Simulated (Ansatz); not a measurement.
# C8H10: taking an electron away

An exercise on one series of results from a longer session: the logs are not shown, and one member is left open.

Computed with Ansatz 0.2.0, Gaussian basis. Level: unrestricted cation, the program's frozen cores in correlated methods.

Levels to be run: UKS PBE-D4/def2-TZVPP; UKS r2SCAN-D4/def2-TZVPP; UKS PBE0-D4/def2-TZVPP; UKS B3LYP-D4/def2-TZVPP; UKS wB97X-V/def2-TZVPP; UKS wB97M-V/def2-TZVPP; UKS B2PLYP/def2-TZVPP; UHF-CCSD(T)/def2-TZVPP; UHF-MP2/def2-QZVPP; extrapolation to the limit; then −ε(HOMO) from the neutral's earlier runs with LDA (SPW92), PBE-D4, revPBE-D4, BLYP-D4, r2SCAN-D4, B97M-V, PBE0-D4, B3LYP-D4, r2SCANh-D4, r2SCAN0-D4, HSE06-D4, BHLYP-D4, CAM-B3LYP-D4, LC-ωPBE, ωB97X-V, ωB97M-V.

**The geometry**

An earlier PBE0-D4 in a triple-zeta def2 set relaxation fixed the geometry.

SMILES `Cc1cccc(C)c1`, 18 atoms, charge 0, spin multiplicity 1.

Atoms are counted from 1 here; the program's logs count them from 0.

Bond lengths: C1–C2 1.499 Å, C1–H9 1.095 Å, C1–H10 1.092 Å, C1–H11 1.092 Å, C2–C3 1.391 Å, C2–C8 1.391 Å, C3–C4 1.386 Å, C3–H12 1.085 Å, C4–C5 1.386 Å, C4–H13 1.084 Å, C5–C6 1.391 Å, C5–H14 1.085 Å, C6–C7 1.499 Å, C6–C8 1.391 Å, C7–H15 1.092 Å, C7–H16 1.095 Å, C7–H17 1.092 Å, C8–H18 1.087 Å. Angles: C2–C1–H9 110.9°, C2–C1–H10 111.4°, C2–C1–H11 111.4°, H9–C1–H10 107.4°, H9–C1–H11 107.4°, H10–C1–H11 108.2°, C1–C2–C3 120.9°, C1–C2–C8 120.7°, C3–C2–C8 118.4°, C2–C3–C4 120.4°, C2–C3–H12 119.6°, C4–C3–H12 120.0°, C3–C4–C5 120.3°, C3–C4–H13 119.8°, C5–C4–H13 119.8°, C4–C5–C6 120.4°, C4–C5–H14 120.0°, C6–C5–H14 119.6° and more.

The first run:

in.yaml

```yaml
crystal:
  periodic: [false, false, false]
  atoms:
    - {symbol: C, position_ang: [1.380698, -2.089841, -0.894745]}
    - {symbol: C, position_ang: [0.835360, -0.761311, -0.466809]}
    - {symbol: C, position_ang: [1.613055, 0.389435, -0.546010]}
    - {symbol: C, position_ang: [1.111567, 1.606665, -0.113868]}
    - {symbol: C, position_ang: [-0.173033, 1.692061, 0.398496]}
    - {symbol: C, position_ang: [-0.975549, 0.558790, 0.481175]}
    - {symbol: C, position_ang: [-2.379757, 0.645808, 0.997065]}
    - {symbol: C, position_ang: [-0.452785, -0.654423, 0.046369]}
    - {symbol: H, position_ang: [1.862625, -2.602667, -0.056298]}
    - {symbol: H, position_ang: [2.128888, -1.977795, -1.681643]}
    - {symbol: H, position_ang: [0.589997, -2.744633, -1.265949]}
    - {symbol: H, position_ang: [2.619488, 0.329438, -0.947357]}
    - {symbol: H, position_ang: [1.727548, 2.496926, -0.176853]}
    - {symbol: H, position_ang: [-0.559464, 2.648126, 0.736421]}
    - {symbol: H, position_ang: [-2.683570, -0.282314, 1.484991]}
    - {symbol: H, position_ang: [-3.084992, 0.831526, 0.180738]}
    - {symbol: H, position_ang: [-2.489955, 1.460890, 1.714714]}
    - {symbol: H, position_ang: [-1.070122, -1.546679, 0.109553]}
basis:
  gaussian: {orbitals: def2-TZVPP}
total_charge: 1
magnetization: {spin_polarized: true, initial_magnetization: 1}
hamiltonian: {xc: pbe, dispersion: d4}
```

The run is started by

```
$ ansatz run in.yaml --threads 2 --pin off --events-out ev --progress --plain --max-ram 32768MiB --backend cuda --devices 0, --max-vram 18GiB
```

Steps of the session up to this table: Cation, UKS PBE-D4/def2-TZVPP; Cation, UKS r2SCAN-D4/def2-TZVPP; Cation, UKS PBE0-D4/def2-TZVPP; Cation, UKS B3LYP-D4/def2-TZVPP; Cation, UKS wB97X-V/def2-TZVPP; Cation, UKS wB97M-V/def2-TZVPP; Cation, UKS B2PLYP (frozen core)/def2-TZVPP; Cation, UHF-CCSD(T)/def2-TZVPP; Cation, UHF-MP2/def2-QZVPP.

One table of the session follows, with a row left open; its other results are not shown here.

Orbital estimates, from the neutral's runs:

| functional | −ε(HOMO) (eV) |
| --- | --- |
| LDA (SPW92) | 5.97 |
| PBE-D4 | 5.80 |
| revPBE-D4 | 5.73 |
| BLYP-D4 | 5.62 |
| r2SCAN-D4 | 5.95 |
| B97M-V | 5.93 |
| PBE0-D4 | 6.76 |
| B3LYP-D4 | 6.55 |
| r2SCANh-D4 | 6.32 |
| r2SCAN0-D4 | 6.88 |
| HSE06-D4 | ? |
| BHLYP-D4 | 7.54 |
| CAM-B3LYP-D4 | 7.96 |
| LC-ωPBE | 9.24 |
| ωB97X-V | 8.90 |
| ωB97M-V | 8.83 |

Q: Estimate the row for HSE06-D4 from the others.

As computed: −ε(HOMO) (eV): 6.37. In the column «−ε(HOMO) (eV)» it lies between r2SCANh-D4 (6.32) and B3LYP-D4 (6.55).

Caveats from the session: The cation may have settled in a state other than its lowest; no search over hole states beyond the program's own was made.
